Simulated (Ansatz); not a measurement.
# BrGaH2OS: one species, many methods

An exercise on one series of results from a longer session: the logs are not shown, and one member is left open.

Program: Ansatz 0.2.0, Gaussian basis. Level of theory: functionals in def2-TZVPP, the program's frozen cores in correlated methods. These are calculated values, not measurements.

Plan: LDA (SPW92), PBE-D4, revPBE-D4, BLYP-D4, r2SCAN-D4, B97M-V, PBE0-D4, B3LYP-D4, r2SCANh-D4, r2SCAN0-D4, HSE06-D4, BHLYP-D4, CAM-B3LYP-D4, LC-ωPBE, ωB97X-V, ωB97M-V, B2PLYP, PBE-QIDH; CCSD(T)/def2-SVP; CCSD(T)/def2-TZVPP; MP2/def2-QZVPP; extrapolation to the limit; RPA on PBE.

## The relaxed structure

The geometry comes from an earlier relaxation with PBE0-D4 in a triple-zeta def2 set; it is a stationary point.

SMILES `[OH][Ga]([SH])[Br]`, 6 atoms, charge 0, spin multiplicity 1.

Atoms are counted from 1 here; the program's logs count them from 0.

Bond lengths: O1–Ga2 1.774 Å, O1–H5 0.960 Å, Ga2–S3 2.188 Å, Ga2–Br4 2.265 Å, S3–H6 1.344 Å. Angles: Ga2–O1–H5 114.4°, O1–Ga2–S3 125.0°, O1–Ga2–Br4 115.9°, S3–Ga2–Br4 119.1°, Ga2–S3–H6 93.7°.

Geometry (Å):

| atom | x (Å) | y (Å) | z (Å) |
| --- | --- | --- | --- |
| O1 | -0.43316 | 0.84744 | -1.30775 |
| Ga2 | -0.17375 | -0.53637 | -0.22846 |
| S3 | 0.72554 | -0.42265 | 1.76323 |
| Br4 | -0.84399 | -2.54927 | -1.02174 |
| H5 | -0.14183 | 1.68917 | -0.95015 |
| H6 | 0.90918 | 0.90767 | 1.69868 |

The first run:

in.yaml

```yaml
crystal:
  periodic: [false, false, false]
  atoms:
    - {symbol: O, position_ang: [-0.433158, 0.847442, -1.307751]}
    - {symbol: Ga, position_ang: [-0.173746, -0.536368, -0.228461]}
    - {symbol: S, position_ang: [0.725535, -0.422649, 1.763227]}
    - {symbol: Br, position_ang: [-0.843988, -2.549266, -1.021736]}
    - {symbol: H, position_ang: [-0.141827, 1.689169, -0.950154]}
    - {symbol: H, position_ang: [0.909184, 0.907674, 1.698676]}
basis:
  gaussian: {orbitals: def2-TZVPP}
hamiltonian: {xc: lda}
output: {orbitals: {seedname: orbitals}}
```

On the command line:

```console
ansatz run in.yaml --threads 4 --pin off --events-out ev --progress --plain --max-ram 10444MiB
```

Among the steps run: LDA; PBE-D4 (GGA); revPBE-D4 (GGA); BLYP-D4 (GGA); r2SCAN-D4 (meta-GGA); B97M-V (meta-GGA); B3LYP-D4 (hybrid); r2SCANh-D4 (hybrid); r2SCAN0-D4 (hybrid); HSE06-D4 (hybrid); BHLYP-D4 (hybrid); CAM-B3LYP-D4 (range-separated); LC-ωPBE (range-separated); ωB97X-V (range-separated); ωB97M-V (range-separated); B2PLYP (double hybrid); PBE-QIDH (double hybrid).

One of the session's tables, all rows but one given; the rest of the session is left out.

It belongs to the step «Orbital energies across the functionals». 

```
  functional  HOMO (eV)  gap (eV)
 LDA (SPW92)      -7.01      4.50
      PBE-D4      -6.85      4.64
   revPBE-D4      -6.79      4.71
     BLYP-D4      -6.68      4.50
   r2SCAN-D4      -7.18      5.26
      B97M-V      -7.21      5.25
     PBE0-D4      -8.12      6.83
    B3LYP-D4      -7.86      6.23
  r2SCANh-D4      -7.64      6.04
  r2SCAN0-D4      -8.33      7.21
    HSE06-D4      -7.72      6.06
    BHLYP-D4      -9.22      8.79
CAM-B3LYP-D4      -9.45      9.07
     LC-ωPBE          ?         ?
     ωB97X-V     -10.49     11.25
     ωB97M-V     -10.32     10.86
```

**Question.** Estimate the row for LC-ωPBE.

The run gave: HOMO (eV): -10.88; gap (eV): 11.80. In the column «HOMO (eV)» it is the lowest.
